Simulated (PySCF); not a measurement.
# C4H9B: the cost of one run

Computed with PySCF 2.14.0, with density-fitted response routines of our own, on a single molecule in the gas phase. Atoms are numbered from 0 throughout.

## Step 1: The molecule as given

14 atoms, charge 0, multiplicity 1; geometry from: PBE0-D3(BJ)/def2-SVP.

Bonds of the start (Å): B0–C1 1.54, C1–C2 1.51, C1–C3 1.36, C3–C4 1.49, B0–H5 1.21, B0–H6 1.21, C2–H7 1.10, C2–H8 1.10, C2–H9 1.10, C3–H10 1.10, C4–H11 1.10, C4–H12 1.10, C4–H13 1.10.

## Step 2: Core holes by ΔSCF: SCAN, X2C

The job: settings as JSON, then the geometry in Å.

```
{"job": {"kind": "xps"}, "charge": 0, "multiplicity": 1}
B      0.226936    -1.603929    -0.616445
C      0.425863    -0.205854     0.004226
C      1.705373     0.082763     0.749390
C     -0.510341     0.772339    -0.110621
C     -1.832544     0.725624    -0.789199
H     -0.774799    -1.910458    -1.219230
H      1.097738    -2.439884    -0.507788
H      1.836095    -0.609355     1.597201
H      1.740146     1.110777     1.143279
H      2.583701    -0.061354     0.099281
H     -0.281432     1.744644     0.354740
H     -2.635642     0.966063    -0.071736
H     -1.884671     1.502030    -1.571558
H     -2.046285    -0.248330    -1.244531
```

With the program's defaults for keys left out, this is: delta-SCF UKS SCAN, pcX-2 on the ionised atom, pcseg-1 elsewhere, spin-free X2C.

Started as:

```bash
$ OMP_NUM_THREADS=1 python probes_run.py task.json out
```

This one command runs all jobs of the session in turn.

**Question.** How long does this first job take on 1 thread of Arm Neoverse V2, shared host, and how much memory does it need?

About 34 s, with a peak of 0.52 GiB.
